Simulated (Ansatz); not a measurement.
# CCl2FNSn: one species, many methods

How much do the methods differ for CCl2FNSn? The plan is to run it at one geometry with functionals of several rungs and with coupled cluster, and see how far each lands from CCSD(T) at the basis-set limit for the atomisation energy.

Program: Ansatz 0.2.0, Gaussian basis. Level of theory: functionals in def2-TZVPP, the program's frozen cores in correlated methods. These are calculated values, not measurements.

Plan: LDA (SPW92), PBE-D4, revPBE-D4, BLYP-D4, r2SCAN-D4, B97M-V, PBE0-D4, B3LYP-D4, r2SCANh-D4, r2SCAN0-D4, HSE06-D4, BHLYP-D4, CAM-B3LYP-D4, LC-ωPBE, ωB97X-V, ωB97M-V, B2PLYP, PBE-QIDH; CCSD(T)/def2-SVP; CCSD(T)/def2-TZVPP; MP2/def2-QZVPP; extrapolation to the limit; RPA on PBE.

## 1. The relaxed structure

An earlier PBE0-D4 in a triple-zeta def2 set relaxation fixed the geometry. Sn takes the def2 core potential; no spin-orbit term is included.

SMILES `N#[C][Sn]([F])([Cl])[Cl]`, 6 atoms, charge 0, spin multiplicity 1.

Atoms are counted from 1 here; the program's logs count them from 0.

Bond lengths: N1–C2 1.151 Å, C2–Sn3 2.082 Å, Sn3–F4 1.890 Å, Sn3–Cl5 2.274 Å, Sn3–Cl6 2.274 Å. Angles: N1–C2–Sn3 178.9°, C2–Sn3–F4 106.6°, C2–Sn3–Cl5 111.1°, C2–Sn3–Cl6 111.1°, F4–Sn3–Cl5 107.9°, F4–Sn3–Cl6 107.8°, Cl5–Sn3–Cl6 112.0°.

## 2. LDA

This LDA is Slater exchange with PW92 correlation.

in.yaml

```yaml
crystal:
  periodic: [false, false, false]
  atoms:
    - {symbol: N, position_ang: [1.617275, -1.865101, 1.139146]}
    - {symbol: C, position_ang: [0.917293, -1.094892, 0.647301]}
    - {symbol: Sn, position_ang: [-0.320464, 0.327366, -0.236194]}
    - {symbol: F, position_ang: [-1.783994, -0.612697, -0.974689]}
    - {symbol: Cl, position_ang: [0.746970, 1.400495, -1.933145]}
    - {symbol: Cl, position_ang: [-1.134981, 1.780829, 1.311279]}
basis:
  gaussian: {orbitals: def2-TZVPP}
hamiltonian: {xc: lda}
output: {orbitals: {seedname: orbitals}}
```

After this run come: PBE-D4 (GGA); revPBE-D4 (GGA); BLYP-D4 (GGA); r2SCAN-D4 (meta-GGA); B97M-V (meta-GGA); PBE0-D4 (hybrid); B3LYP-D4 (hybrid); r2SCANh-D4 (hybrid); r2SCAN0-D4 (hybrid); HSE06-D4 (hybrid); BHLYP-D4 (hybrid); CAM-B3LYP-D4 (range-separated); LC-ωPBE-D4 (range-separated); ωB97X-V (range-separated); ωB97M-V (range-separated); B2PLYP (double hybrid); PBE-QIDH (double hybrid); CCSD(T) in def2-SVP; CCSD(T) in def2-TZVPP; MP2 in def2-QZVPP; RPA on PBE orbitals.

Before running them: what should the planned runs give, taken together? Wanted: atomisation energy, CCSD(T)/CBS; farthest beyond LDA; mean size of error, GGA; mean size of error, meta-GGA; mean size of error, hybrid; mean size of error, range-separated; mean size of error, double hybrid; gap, smallest and largest; T1 diagnostic.

The runs gave:

```
                               quantity                                         value
        atomisation energy, CCSD(T)/CBS                                 2221.1 kJ/mol
 functionals within 22.2 kJ/mol (1.0 %)  revPBE-D4, BLYP-D4, B97M-V, ωB97X-V, ωB97M-V
                    farthest beyond LDA                      BHLYP-D4 (-179.0 kJ/mol)
                mean size of error, GGA                                   33.8 kJ/mol
           mean size of error, meta-GGA                                   19.3 kJ/mol
             mean size of error, hybrid                                   77.6 kJ/mol
    mean size of error, range-separated                                   24.0 kJ/mol
      mean size of error, double hybrid                                   52.3 kJ/mol
              gap, smallest and largest     4.68 eV (LDA (SPW92)), 12.48 eV (LC-ωPBE)
                          T1 diagnostic                                        0.0134
triples share of the correlation energy                                         4.0 %
```

What this shows: LDA overbinds by 385.6 kJ/mol (17 %). PBE-D4 is off by +77.8 kJ/mol. Double hybrids carry the basis error of their MP2 part in triple zeta, and no dispersion term here, so their miss is partly the set-up's. Taken by rung, meta-GGA functionals do best (19.3 kJ/mol on average) and hybrid ones worst beyond LDA (77.6 kJ/mol). The gap between the best rungs is small, so their order is not settled. The mean of the hybrids holds BHLYP, with half exact exchange. RPA and LDA stand outside this count. The reference freezes the cores and leaves out spin-orbit coupling and excitations past (T), and its outer-core shells are covered unevenly, so misses under about 22.2 kJ/mol can't be ranked. All levels share the lack of spin-orbit coupling, which lowers the free heavy atoms and so the true binding. Hartree-Fock recovers 63 % of the binding; the rest is correlation. CCSD(T) in def2-SVP is off by -218.5 kJ/mol, more than most functionals: a good method in a small basis is no reference. The gap grows from 4.7 to 12.5 eV across the functionals, mostly with the share of exact exchange. Correlated methods include outer-core shells of Sn, which these sets cover unevenly.
